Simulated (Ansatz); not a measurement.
# P (Cmce): calculation of mode Grueneisen parameters

Aim: a calculation of mode Grueneisen parameters, for P (Cmce), run from a script.

Program: Ansatz 0.2.0 through its Python package. Level of theory: DFT PBE, plane waves, PAW. These are calculated values, not measurements.

## (1) The system

It takes space group Cmce (No. 64, orthorhombic). Conventional cell: a = 3.316 Å, b = 10.484 Å, c = 4.379 Å, α = 90.00°, β = 90.00°, γ = 90.00°. P (site symmetry m) has 3 P at 2.22 to 2.24 Å in its first shell of neighbours.

The script holds or builds the structure itself.

## (2) Script

gruneisen.py

```python
import warnings

import ansatz as az
import numpy as np

VECTORS = np.array([
    [1.6582, -5.242, 0.0],
    [1.6582, 5.242, 0.0],
    [0.0, 0.0, 4.3793],
])
SITES = [
    ("P", [0.89838, 0.10162, 0.08068]),
    ("P", [0.60162, 0.39838, 0.58068]),
    ("P", [0.10162, 0.89838, 0.91932]),
    ("P", [0.39838, 0.60162, 0.41932]),
]


def make_crystal(cell):
    crystal = az.Crystal(lattice=az.Lattice.of(cell))
    for symbol, position in SITES:
        crystal = crystal.atom(symbol, position)
    return crystal


def main() -> None:
    warnings.simplefilter("ignore", az.DeckWarning)

    modes = {}
    for scale in (1 - 0.01, 1.0, 1 + 0.01):
        base = (
            make_crystal(VECTORS * scale ** (1 / 3)).calculation()
            .occupations("fixed")
            .pseudopotentials("paw")
            .functional("pbe")
            .kpoints(8, 8, 6)
            .phonons("dfpt")
        )
        modes[scale] = np.sort(base.run(threads=1, backend="cpu").phonons.gamma_omega_inv_cm)
        print(f"V/V0 = {scale:.2f}:", np.round(modes[scale], 1) + 0.0)

    low, middle, high = modes.values()
    for w0, w1, w2 in zip(low, middle, high):
        if min(w0, w1, w2) > 5:
            print(f"{w1:8.1f} 1/cm   gamma = {-np.log(w2 / w0) / np.log((1 + 0.01) / (1 - 0.01)):6.2f}")


if __name__ == "__main__":
    main()
```

## (3) What the engine is handed

The package turns the script's settings into the engine's input (first run):

```yaml
crystal:
  lattice:
    - [1.6526541391767673, -5.22446809646883, 0.0]
    - [1.6526541391767673, 5.22446809646883, 0.0]
    - [0.0, 0.0, 4.364653402301784]
  atoms:
    - { symbol: P, position: [0.89838, 0.10162, 0.08068] }
    - { symbol: P, position: [0.60162, 0.39838, 0.58068] }
    - { symbol: P, position: [0.10162, 0.89838, 0.91932] }
    - { symbol: P, position: [0.39838, 0.60162, 0.41932] }
kpoints:
  mp_grid:
    grid: [8, 8, 6]
hamiltonian:
  xc: pbe
  pseudopotentials:
    kind: paw
scf:
  occupations:
    method: fixed
phonons:
  method: dfpt
```

## (4) The run

The run is started by

```console
python gruneisen.py
```

Without the output at hand: what should come out? Wanted: mode Grüneisen parameters; highest frequency; imaginary modes at these points (for each run or level that gives them).

The runs gave:

```
                               quantity         value
              mode Grüneisen parameters  -5.8 to 1.72
                          runs compared             3
              highest frequency (run 1)      466 cm⁻¹
imaginary modes at these points (run 1)          none
              highest frequency (run 2)      462 cm⁻¹
imaginary modes at these points (run 2)          none
              highest frequency (run 3)      457 cm⁻¹
imaginary modes at these points (run 3)          none
```

In words: Positive parameters mean that modes soften as the crystal expands. All axes are scaled alike, which a layered or anisotropic crystal doesn't do under heat or pressure. A negative one marks a mode that stiffens on expansion. No mode at these points is imaginary. Only Γ is listed, so instabilities elsewhere in the zone are not shown. All modes computed here are real. No mode at these points is imaginary. Reading the output:
- The cell isn't relaxed first, so the values belong to this volume.
- A negative frequency stands for an imaginary mode.
- The ions aren't relaxed at each volume, and modes are paired by their order, which mixes them up where branches cross.
